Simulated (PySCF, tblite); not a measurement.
# C3HF6P: geometry, infrared bands and NMR shifts

What infrared bands and NMR shifts should C3HF6P (`FC(F)(F)C(=P)C(F)(F)F`) show?

Programs: tblite 0.8.0 and PySCF 2.14.0, with density-fitted response routines of our own. Each step states its level of theory. These are calculated values for one molecule in the gas phase, unless marked as measured. Atoms count from 0, in the outputs and in this text.

**1. The starting structure**

11 atoms, charge 0, multiplicity 1; geometry from: force field or distance geometry start.

Bonds of the start (Å): F0–C1 1.37, C1–F2 1.36, C1–F3 1.35, C1–C4 1.49, C4–P5 1.77, C4–C6 1.49, C6–F7 1.35, C6–F8 1.36, C6–F9 1.36, P5–H10 1.42.

**2. Optimising the geometry with GFN2-xTB**

The job: settings as JSON, then the geometry in Å.

```
{"job": {"kind": "relax", "xc": "GFN2-xTB", "basis": "xTB"}, "charge": 0, "multiplicity": 1}
F      1.721500     0.107100     1.401000
C      1.401300    -0.143400     0.094700
F      2.422000     0.382600    -0.633800
F      1.493700    -1.485200    -0.065900
C      0.055000     0.382400    -0.253200
P     -0.235300     1.832800    -1.227300
C     -1.019300    -0.479900     0.308700
F     -1.125500    -1.654000    -0.352300
F     -0.798300    -0.793200     1.617000
F     -2.253100     0.097800     0.265300
H     -1.656500     1.755600    -1.180100
```

On the command line:

```
$ OMP_NUM_THREADS=1 python probes_run.py task.json out
```

One launch serves the whole session: the jobs run in the order shown.

**Question.** This job is followed by: GFN2-xTB harmonic vibrations, gas phase; GIAO PBE0/pcSseg-1 NMR shielding, non-relativistic, gas phase. What will the session give for the following? strongest single infrared mode (GFN2-xTB); zero-point energy (GFN2-xTB); 13C shifts against TMS (PBE0/pcSseg-1); 1H shifts against TMS (PBE0/pcSseg-1); 19F shifts against CFCl3 (PBE0/pcSseg-1, means over atoms taken as alike); 31P shifts against H3PO4 (PBE0/pcSseg-1); surface potential, 1st and 99th percentile.

The runs gave:

| quantity | value |
| --- | --- |
| strongest single infrared mode (GFN2-xTB) | 1069 cm⁻¹, 535 km/mol |
| zero-point energy (GFN2-xTB) | 26.1 kcal/mol |
| 13C shifts against TMS (PBE0/pcSseg-1) | 196.1, 131.2, 128.6 ppm |
| 1H shifts against TMS (PBE0/pcSseg-1) | 7.99 ppm |
| 19F shifts against CFCl3 (PBE0/pcSseg-1, means over atoms taken as alike) | -73.3, -73.4 ppm |
| 31P shifts against H3PO4 (PBE0/pcSseg-1) | 302.6 ppm |
| surface potential, 1st and 99th percentile | -0.48 V and 1.62 V |

**Reading.** The optimisation took 30 steps and gained 0.261 eV; among the close pairs (by a distance rule), C4–P5 changed most, from 1.771 to 1.681 Å. No mode is imaginary among the 27: a minimum at this level. The strongest single mode, at 1069 cm⁻¹, moves mainly C6 and C1. GFN2-xTB is a fitted tight-binding method: band positions and strengths are rough. Its intensities can rank the bands wrongly. At PBE0/pcSseg-1: The widest tensor belongs to P5: span 1049 ppm, with a paramagnetic part of -950 ppm. By nearest atom (PBE0/pcSseg-1), the HOMO sits on C4 45 %; P5 35 % and the LUMO on P5 49 %; C4 29 %.
